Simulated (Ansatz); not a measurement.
# CH8BNSi: small, medium and large basis sets

Aim: see how fast density functionals converge with the basis set for CH8BNSi.

Method: one geometry, several basis sets; program: Ansatz 0.2.0, Gaussian basis.

Plan: PBE0-D4/def2-SVP; ωB97M-V/def2-SVP; PBE0-D4/def2-QZVPP; ωB97M-V/def2-QZVPP; the functionals' def2-TZVPP values are taken from earlier runs.

**1. Structure used throughout**

The geometry comes from an earlier relaxation with PBE0-D4 in a triple-zeta def2 set; it is a stationary point, not always the lowest conformer.

12 atoms, charge 0, spin multiplicity 1.

Atoms are counted from 1 here; the program's logs count them from 0.

Bond lengths: B1–Si2 1.959 Å, B1–N4 1.623 Å, B1–H5 1.197 Å, B1–H6 1.199 Å, Si2–C3 1.872 Å, Si2–N4 1.867 Å, Si2–H7 1.491 Å, C3–H8 1.092 Å, C3–H9 1.094 Å, C3–H10 1.092 Å, N4–H11 1.010 Å, N4–H12 1.010 Å. Angles: Si2–B1–N4 62.0°, Si2–B1–H5 119.0°, Si2–B1–H6 116.3°, N4–B1–H5 112.8°, N4–B1–H6 111.8°, H5–B1–H6 120.2°, B1–Si2–C3 125.5°, B1–Si2–N4 50.1°, B1–Si2–H7 123.5°, C3–Si2–N4 108.5°, C3–Si2–H7 109.7°, N4–Si2–H7 104.7°, Si2–C3–H8 110.4°, Si2–C3–H9 109.7°, Si2–C3–H10 112.4°, H8–C3–H9 107.3°, H8–C3–H10 109.2°, H9–C3–H10 107.8° and more.

Coordinates:

```mol
CH8BNSi
  3D, bonds by distance, orders not assigned

 12 12  0  0  0  0  0  0  0  0999 V2000
   -1.2985    0.8282   -0.6820 B   0  0
    0.5836    0.4660   -0.2779 Si  0  0
    1.2485   -0.1203    1.3706 C   0  0
   -0.7699   -0.7006   -0.8186 N   0  0
   -1.5826    1.3167   -1.7376 H   0  0
   -2.0270    0.9653    0.2610 H   0  0
    1.6383    0.3314   -1.3228 H   0  0
    0.4384   -0.2066    2.0985 H   0  0
    1.9600    0.6119    1.7623 H   0  0
    1.7654   -1.0796    1.2938 H   0  0
   -0.7389   -1.0924   -1.7486 H   0  0
   -1.1401   -1.3751   -0.1644 H   0  0
  1  2  8  0
  1  4  8  0
  1  5  8  0
  1  6  8  0
  2  3  8  0
  2  4  8  0
  2  7  8  0
  3  8  8  0
  3  9  8  0
  3 10  8  0
  4 11  8  0
  4 12  8  0
M  END
```

**2. PBE0-D4 in def2-SVP**

Input file in.yaml:

```yaml
crystal:
  periodic: [false, false, false]
  atoms:
    - {symbol: B, position_ang: [-1.298538, 0.828187, -0.681987]}
    - {symbol: Si, position_ang: [0.583634, 0.465976, -0.277890]}
    - {symbol: C, position_ang: [1.248452, -0.120273, 1.370587]}
    - {symbol: N, position_ang: [-0.769948, -0.700574, -0.818617]}
    - {symbol: H, position_ang: [-1.582616, 1.316677, -1.737627]}
    - {symbol: H, position_ang: [-2.026963, 0.965264, 0.261034]}
    - {symbol: H, position_ang: [1.638258, 0.331381, -1.322809]}
    - {symbol: H, position_ang: [0.438375, -0.206636, 2.098478]}
    - {symbol: H, position_ang: [1.960010, 0.611882, 1.762262]}
    - {symbol: H, position_ang: [1.765400, -1.079552, 1.293814]}
    - {symbol: H, position_ang: [-0.738920, -1.092423, -1.748567]}
    - {symbol: H, position_ang: [-1.140144, -1.375110, -0.164376]}
basis:
  gaussian: {orbitals: def2-SVP}
hamiltonian: {xc: pbe0, dispersion: d4}
output: {orbitals: {seedname: orbitals}}
```

Run with:

```console
$ ansatz run in.yaml --threads 2 --pin off --events-out ev --progress --plain --max-ram 4352MiB
```

Further steps of the session: ωB97M-V in def2-SVP; PBE0-D4 in def2-QZVPP; ωB97M-V in def2-QZVPP.

Before running them: what should the planned runs give, taken together? Wanted: PBE0-D4: double and triple zeta above quadruple; ωB97M-V: double and triple zeta above quadruple.

**Answer**, as computed:

```
                                       quantity          value
PBE0-D4: double and triple zeta above quadruple  7.00, 0.47 eV
ωB97M-V: double and triple zeta above quadruple  7.22, 0.44 eV
```

**Reading.** For PBE0-D4 the step from double to triple zeta gains 6.54 eV and the next only 0.47 eV. Total energies overstate the basis error of differences, where much of it tends to cancel. The LUMO of ωB97M-V is positive and keeps falling with the basis (2.21 to 1.27 eV): an unbound level that the basis holds in place.
